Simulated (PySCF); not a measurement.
# C2H8O2SeSi2: electronic excitations

Aim: predict the electronic excitations of C2H8O2SeSi2 (`C[Se][SiH2]C(=O)[SiH2]O`).

The runs use PySCF 2.14.0, with density-fitted response routines of our own; the level of theory stands in each step. All values are computed, except where a source is named. Atoms are numbered from 0 throughout.

## Step 1: The molecule as given

15 atoms, charge 0, multiplicity 1; geometry from: GFN2-xTB.

Bonds of the start (Å): C0–Se1 1.96, Se1–Si2 2.27, Si2–C3 1.92, C3–O4 1.22, C3–Si5 1.93, Si5–O6 1.62, C0–H7 1.09, C0–H8 1.09, C0–H9 1.09, Si2–H10 1.46, Si2–H11 1.47, Si5–H12 1.46, Si5–H13 1.46, O6–H14 0.96.

## Step 2: Excited states and response: wB97X-D/def2-SVPD

Job settings and geometry (Å):

```
{"job": {"kind": "uv", "xc": "wB97X-D", "basis": "def2-SVPD", "nstates": 8, "ntriplets": 3}, "charge": 0, "multiplicity": 1}
C      3.146899     0.219563    -0.942229
Se     1.579405     0.606949     0.166235
Si     0.373662    -1.220747    -0.429325
C     -1.365451    -1.007097     0.366584
O     -2.028599    -2.015373     0.527568
Si    -2.142499     0.678961     0.908398
O     -3.622488     0.318439     1.452997
H      3.571286    -0.734724    -0.643521
H      2.847035     0.193514    -1.986066
H      3.867932     1.015594    -0.779964
H      1.011077    -2.450578     0.040476
H      0.238846    -1.256682    -1.887749
H     -1.328583     1.229479     1.984238
H     -2.251202     1.521729    -0.276047
H     -3.901736    -0.596693     1.476492
```

Level: TDDFT wB97X-D/def2-SVPD, vertical, gas phase, core orbitals frozen in the response.

Started as:

```console
$ OMP_NUM_THREADS=1 python probes_run.py task.json out
```

The driver reads the jobs from task.json and runs them one after another.

Output:

```text
coarse grid: 60656 points
cycle   1  E = -3211.1856288978  dE = -2.124e-01  |g| = 9.865e-01  |ddm| = 4.704e+00
cycle   2  E = -3210.9508523118  dE =  2.348e-01  |g| = 1.527e+00  |ddm| = 2.270e+00
cycle   3  E = -3211.3899553102  dE = -4.391e-01  |g| = 1.321e-01  |ddm| = 1.245e+00
cycle   4  E = -3211.3927781284  dE = -2.823e-03  |g| = 8.005e-02  |ddm| = 1.827e-01
cycle   5  E = -3211.3939839580  dE = -1.206e-03  |g| = 1.215e-02  |ddm| = 8.898e-02
cycle   6  E = -3211.3940352121  dE = -5.125e-05  |g| = 3.808e-03  |ddm| = 3.137e-02
cycle   7  E = -3211.3940415052  dE = -6.293e-06  |g| = 1.710e-03  |ddm| = 1.200e-02
final grid: 124736 points
cycle   8  E = -3211.3936636585  dE = -1.485e-06  |g| = 1.675e-03  |ddm| = 1.168e-02
cycle   9  E = -3211.3936637559  dE = -9.740e-08  |g| = 1.724e-03  |ddm| = 4.323e-03
cycle  10  E = -3211.3936643576  dE = -6.017e-07  |g| = 2.331e-04  |ddm| = 1.997e-03
cycle  11  E = -3211.3936643717  dE = -1.409e-08  |g| = 1.347e-04  |ddm| = 3.211e-04
cycle  12  E = -3211.3936643781  dE = -6.370e-09  |g| = 2.485e-05  |ddm| = 3.227e-04
cycle  13  E = -3211.3936643784  dE = -3.329e-10  |g| = 8.719e-06  |ddm| = 6.659e-05
converged SCF energy = -3211.3936643784

Static polarisability (au): isotropic 112.206, principal 86.867 110.775 138.977

Singlet excitations
state   eV       nm        f      main configurations
  1   2.5162    492.7   0.00011   H->L 0.97
  2   4.4672    277.5   0.00686   H-1->L 0.95
  3   4.9519    250.4   0.00285   H-1->L+1 0.87
  4   5.5183    224.7   0.00174   H->L+2 0.82
  5   5.7455    215.8   0.02845   H-1->L+2 0.79, H-1->L+3 0.11
  6   5.8623    211.5   0.03863   H->L+1 0.78
  7   6.1837    200.5   0.00792   H-2->L 0.94
  8   6.3739    194.5   0.02386   H-3->L 0.97

Triplet excitations (Tamm-Dancoff, eV): 1.9002 4.3156 4.6174
```

Run time: 1.9 min. Hardware: 1 thread of Arm Neoverse N1, shared host; peak memory 1 GiB.

Frontier orbitals and where they lie:

| orbital | eV | atoms |
| --- | --- | --- |
| HOMO−3 | -10.95 | O6 47 %, Si5 21 %, H13 13 % |
| HOMO−2 | -10.52 | Se1 58 %, Si2 16 %, C0 10 % |
| HOMO−1 | -8.66 | Se1 72 %, Si2 10 %, C0 9 % |
| HOMO | -8.59 | O4 42 %, C3 22 %, Si2 11 % |
| LUMO | -0.36 | C3 39 %, O4 32 %, Si2 10 % |
| LUMO+1 | 1.07 | Se1 40 %, Si2 14 %, C0 13 % |
| LUMO+2 | 1.32 | Se1 22 %, Si5 16 %, Si2 14 % |

With each of the 8 states as a Gaussian band of 0.4 eV half-width at 1/e, the curve within the window shown has maxima at 274 nm (ε 310), 211 nm (ε 3,000) L/(mol cm). Beyond the last state computed it falls off for lack of states. The curve at chosen wavelengths:

```json
{"nm": "186", "ε (L/mol/cm)": "653"}
{"nm": "204", "ε (L/mol/cm)": "2594"}
{"nm": "223", "ε (L/mol/cm)": "1969"}
{"nm": "241", "ε (L/mol/cm)": "326"}
{"nm": "260", "ε (L/mol/cm)": "256"}
{"nm": "278", "ε (L/mol/cm)": "304"}
{"nm": "297", "ε (L/mol/cm)": "167"}
{"nm": "315", "ε (L/mol/cm)": "49"}
{"nm": "334", "ε (L/mol/cm)": "8"}
{"nm": "352", "ε (L/mol/cm)": "1"}
{"nm": "370", "ε (L/mol/cm)": "0"}
{"nm": "389", "ε (L/mol/cm)": "0"}
{"nm": "407", "ε (L/mol/cm)": "1"}
{"nm": "426", "ε (L/mol/cm)": "2"}
{"nm": "444", "ε (L/mol/cm)": "3"}
{"nm": "463", "ε (L/mol/cm)": "4"}
{"nm": "481", "ε (L/mol/cm)": "4"}
{"nm": "499", "ε (L/mol/cm)": "4"}
{"nm": "518", "ε (L/mol/cm)": "4"}
{"nm": "536", "ε (L/mol/cm)": "3"}
{"nm": "555", "ε (L/mol/cm)": "3"}
{"nm": "573", "ε (L/mol/cm)": "2"}
{"nm": "592", "ε (L/mol/cm)": "1"}
{"nm": "610", "ε (L/mol/cm)": "1"}
{"nm": "629", "ε (L/mol/cm)": "1"}
{"nm": "647", "ε (L/mol/cm)": "0"}
```

Further results of this job:

| property | computed |
| --- | --- |
| dipole moment (D) | 2.80 |
| polarisability (Å³) | 16.63 |
| HOMO–LUMO gap (eV) | 8.23 |
| −ε(HOMO) (eV) | 8.59 |

## Step 3: What came out

| quantity | value |
| --- | --- |
| lowest singlet (wB97X-D/def2-SVPD) | 2.52 eV (493 nm), f = 0.000 |
| brightest single state of those computed | state 6, 5.86 eV, f = 0.039 |
| lowest triplet | 1.90 eV |

The first singlet state (HOMO→LUMO 0.97) lies at 2.52 eV and is dark; of the 8 states computed, the strongest absorption comes from state 6 at 5.86 eV. The lowest triplet lies 0.62 eV below the lowest singlet (triplets in Tamm-Dancoff, singlets in full TDDFT).
